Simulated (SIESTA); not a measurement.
# TaMo2C3 under changes of volume

One of the cells (10.992 Å³/atom); the others are scaled copies at fixed shape and fractional positions:

```
Ta Mo C
1.0
     3.13728    0.00000    0.00000
    -1.56864    2.71696    0.00000
     0.00000    0.00000    7.73722
Ta Mo C
1 2 3
Direct
  0.00000 0.00000 0.00000
  0.66667 0.33333 0.33077
  0.33333 0.66667 0.66923
  0.66667 0.33333 0.83208
  0.33333 0.66667 0.16792
  0.00000 0.00000 0.50000
```

The cell comes from a database or a generator and needn't be the stable form of this composition.

- Program: SIESTA 5.4.2
- Functional: PBEsol
- Potentials or basis: PseudoDojo 0.4 standard (PBEsol files)
- Basis: DZP (energy shift 0.003 Ry; two zetas on semicore shells)
- Grid cutoff: 800 Ry
- Energy shift: 0.003 Ry
- k mesh: 10 × 10 × 4
- Occupations: fermi-dirac, width 0.05 eV
- Spin: no spin polarisation

| volume (Å³/atom) | energy over the lowest point (meV/atom) | pressure (GPa) | largest force (eV/Å) |
| --- | --- | --- | --- |
| 10.130 | ? | ? | ? |
| 10.345 | 5.75 | 8.1 | 0.093 |
| 10.561 | 0.00 | 0.7 | 0.072 |
| 10.992 | 15.65 | -11.8 | 0.087 |
| 11.207 | 35.36 | -17.3 | 0.109 |
| 11.423 | 61.95 | -22.1 | 0.124 |

Q: What does the run at 10.130 Å³/atom give?

A: Energy over the lowest point 21.95 meV/atom; pressure 16.2 GPa; largest force 0.110 eV/Å.

Worked out: A Birch-Murnaghan fit of order 3 (a polynomial in V^(-2/3)) to the other rows has its minimum at 10.58 Å³/atom with B0 = V·E''(V) = 338 GPa and B' = 4.1 at fixed shape and positions, which overstates the stiffness. It gives 21.87 meV/atom at 10.130 Å³/atom, against the run's 21.95, and -dE/dV = 16.1 GPa, against 16.2.

Energies are extrapolated to zero smearing.

Caveats: short orbitals over semicore shells can move pressures by several GPa; the basis of atomic orbitals isn't converged, which shifts pressures, moduli and gaps.
